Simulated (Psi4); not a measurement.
**PBE0/def2-QZVPP (density fitting, sweep point 6) run of AlHOF2 (SMILES [OH][Al]([F])[F])**

Aim: the vertical ionisation energy of AlHOF2 at PBE0/def2-QZVPP (density fitting, sweep point 6), from 2 runs. 

Program for the calculation: Psi4 1.11.

**1. The system as given**

AlHOF2 has 5 atoms, charge 0, and is taken as a singlet. SMILES: `[OH][Al]([F])[F]`. The shape is that of a PBE0-D4/def2-TZVP optimisation.

Bond lengths: O1–Al2 1.674 Å, Al2–F3 1.633 Å, Al2–F4 1.638 Å, O1–H5 0.955 Å. Angles: O1–Al2–F3 119.1°, O1–Al2–F4 122.4°, F3–Al2–F4 118.6°, Al2–O1–H5 123.7°.

**2. A single-point energy at PBE0/def2-QZVPP (density fitting, sweep point 6)**

File calc.py:

```python
import psi4

psi4.set_memory('1600 MB')
psi4.set_num_threads(1)
psi4.core.set_output_file('run.log', False)

m = psi4.geometry("""
0 1
O      0.004500     1.227000     0.002400
Al     0.185700    -0.435200     0.092100
F      1.487400    -1.050600     0.862600
F     -0.897900    -1.471800    -0.566700
H     -0.729900     1.657100    -0.431800
symmetry c1
""")

psi4.set_options({
    'basis': 'def2-QZVPP',
    'puream': True,
    'scf_type': 'df',
    'dft_radial_points': 99,
    'dft_spherical_points': 590,
})

e = psi4.energy("pbe0", molecule=m)
print(f'pbe0 energy: {e:.10f} Eh')
```

Started as:

```console
python calc.py
```

run.log (excerpt; [...] marks lines left out):

```text
[...]
  Running in c1 symmetry.
[...]
  Nuclear repulsion =  160.477498767309982
[...]
  Multiplicity = 1
[...]
  Nalpha       = 20
  Nbeta        = 20
[...]
    Number of basis functions: 271
[...]
   @DF-RKS iter   1:  -517.59645653327493   -6.75793e-01   3.76953e-03 DIIS/ADIIS
[...]
   @DF-RKS iter   8:  -517.92912760425531   -1.19429e-08   6.36808e-07 DIIS
[...]
    Orbital Energies [Eh]
    ---------------------
    Doubly Occupied:
       1A    -56.187107     2A    -24.747779     3A    -24.745747
       4A    -19.216916     5A     -4.214091     6A     -2.749066
       7A     -2.742935     8A     -2.741657     9A     -1.196488
      10A     -1.188005    11A     -1.028227    12A     -0.549707
      13A     -0.497492    14A     -0.471725    15A     -0.449562
      16A     -0.447588    17A     -0.435736    18A     -0.428146
      19A     -0.381637    20A     -0.367459
[...]
  @DF-RKS Final Energy:  -517.92912760425531
   => Energetics <=
    Nuclear Repulsion Energy =            160.4774987673099815
    One-Electron Energy =               -1041.2042002889163541
    Two-Electron Energy =                 399.4176555963528017
    DFT Exchange-Correlation Energy =     -36.6200816790016788
    Empirical Dispersion Energy =           0.0000000000000000
    VV10 Nonlocal Energy =                  0.0000000000000000
    Total Energy =                       -517.9291276042553136
[...]
 Multipole Moments:
 ------------------------------------------------------------------------------------
     Multipole            Electronic (a.u.)      Nuclear  (a.u.)        Total (a.u.)
 ------------------------------------------------------------------------------------
 L = 1.  Multiply by 2.5417464519 to convert [e a0] to [Debye]
 Dipole X            :          0.5649845           -1.0575995           -0.4926150
 Dipole Y            :         -2.9584434            3.4664567            0.5080133
 Dipole Z            :          0.3046949           -0.5933049           -0.2886100
 Magnitude           :                                                    0.7642269
[...]
```

The script printed:

```text
pbe0 energy: -517.9291276043 Eh
```

Run time: 17 s. Hardware: 1 thread of AMD EPYC 9R45 (Zen 5), shared host; peak memory 1.2 GiB.

**3. The doublet cation**

File run.py:

```python
import psi4

psi4.set_memory('1600 MB')
psi4.set_num_threads(1)
psi4.core.set_output_file('output.dat', False)

geom = psi4.geometry("""
1 2
O      0.004500     1.227000     0.002400
Al     0.185700    -0.435200     0.092100
F      1.487400    -1.050600     0.862600
F     -0.897900    -1.471800    -0.566700
H     -0.729900     1.657100    -0.431800
units angstrom
symmetry c1
""")

psi4.set_options({
    'reference': 'uks',
    'puream': True,
    'scf_type': 'df',
    'dft_radial_points': 99,
    'dft_spherical_points': 590,
    'maxiter': 150,
})

result, w = psi4.energy("pbe0/def2-QZVPP", molecule=geom, return_wfn=True)
print(f'pbe0/def2-QZVPP energy: {result:.10f} Eh')
for k, v in sorted(psi4.core.scalar_variables().items()):
    print(f'{k:45s} {v:18.10f}')
```

Started as:

```console
python run.py
```

output.dat (excerpt; [...] marks lines left out):

```text
[...]
  Running in c1 symmetry.
[...]
  Nuclear repulsion =  160.477498767309982
[...]
  Multiplicity = 2
[...]
  Nalpha       = 20
  Nbeta        = 19
[...]
    Number of basis functions: 271
[...]
   @DF-UKS iter   1:  -517.30062489576051   -3.79962e-01   2.63264e-03 ADIIS/DIIS
[...]
   @DF-UKS iter  12:  -517.45516941137987   -1.30559e-07   6.77668e-07 DIIS
[...]
   @S^2 Observed:                7.550117348E-01
[...]
    Orbital Energies [Eh]
    ---------------------
    Alpha Occupied:
       1A    -56.465010     2A    -24.976803     3A    -24.973216
       4A    -19.673759     5A     -4.491324     6A     -3.025688
       7A     -3.021238     8A     -3.018004     9A     -1.468914
      10A     -1.418845    11A     -1.410303    12A     -0.942280
      13A     -0.843998    14A     -0.795495    15A     -0.717782
      16A     -0.688524    17A     -0.670640    18A     -0.664135
      19A     -0.657697    20A     -0.643788
    Alpha Virtual:
      21A     -0.282935    22A     -0.223641    23A     -0.195461
      24A     -0.139487    25A     -0.095990    26A     -0.076612
[...]
  @DF-UKS Final Energy:  -517.45516941137987
   => Energetics <=
    Nuclear Repulsion Energy =            160.4774987673099815
    One-Electron Energy =               -1029.9219793147481141
    Two-Electron Energy =                 388.3367402884813373
    DFT Exchange-Correlation Energy =     -36.3474291524230182
    Empirical Dispersion Energy =           0.0000000000000000
    VV10 Nonlocal Energy =                  0.0000000000000000
    Total Energy =                       -517.4551694113798703
[...]
 Multipole Moments:
 ------------------------------------------------------------------------------------
     Multipole            Electronic (a.u.)      Nuclear  (a.u.)        Total (a.u.)
 ------------------------------------------------------------------------------------
 L = 1.  Multiply by 2.5417464519 to convert [e a0] to [Debye]
 Dipole X            :          0.2358277           -1.0575995           -0.8217718
 Dipole Y            :         -0.9220589            3.4664567            2.5443978
 Dipole Z            :          0.1306465           -0.5933049           -0.4626584
 Magnitude           :                                                    2.7135441
[...]
```

On the terminal:

```text
pbe0/def2-QZVPP energy: -517.4551694114 Eh
CURRENT ENERGY                                   -517.4551694114
CURRENT REFERENCE ENERGY                         -517.4551694114
DD SOLVATION ENERGY                                 0.0000000000
DFT FUNCTIONAL TOTAL ENERGY                      -517.4551694114
DFT TOTAL ENERGY                                 -517.4551694114
DFT VV10 ENERGY                                     0.0000000000
DFT XC ENERGY                                     -36.3474291524
GRID ELECTRONS ALPHA                               19.9999994317
GRID ELECTRONS BETA                                18.9999993370
GRID ELECTRONS TOTAL                               38.9999987687
NUCLEAR REPULSION ENERGY                          160.4774987673
ONE-ELECTRON ENERGY                             -1029.9219793147
PCM POLARIZATION ENERGY                             0.0000000000
PE ENERGY                                           0.0000000000
SCF ITERATION ENERGY                             -517.4551694114
SCF ITERATIONS                                     12.0000000000
SCF TOTAL ENERGY                                 -517.4551694114
TWO-ELECTRON ENERGY                               388.3367402885
XC GRID RADIAL POINTS                              99.0000000000
XC GRID SPHERICAL POINTS                          590.0000000000
XC GRID TOTAL POINTS                           282687.0000000000
```

It took 42 s on 1 thread of AMD EPYC 9R45 (Zen 5), shared host; peak memory 1.2 GiB.

**4. Results**

At PBE0/def2-QZVPP (density fitting, sweep point 6):

| quantity | value |
| --- | --- |
| singlet AlHOF2: total energy | -517.92913 Eh |
| singlet AlHOF2: dipole moment | 1.94 D |
| singlet AlHOF2: HOMO energy | -10.00 eV |
| singlet AlHOF2: LUMO energy | -1.25 eV |
| singlet AlHOF2: HOMO–LUMO gap | 8.75 eV |
| doublet cation: total energy | -517.45517 Eh |
| doublet cation: HOMO energy (highest over α and β) | -17.41 eV |
| doublet cation: LUMO energy (lowest over α and β) | -15.71 eV |
| doublet cation: ⟨S²⟩ | 0.755 |
| vertical ionisation energy (to the doublet cation) | 12.897 eV |

In words: Removing an electron at fixed nuclei costs 12.90 eV (1244 kJ/mol). −ε(HOMO) before ionisation, 10.00 eV, is 2.90 eV below this ionisation energy.
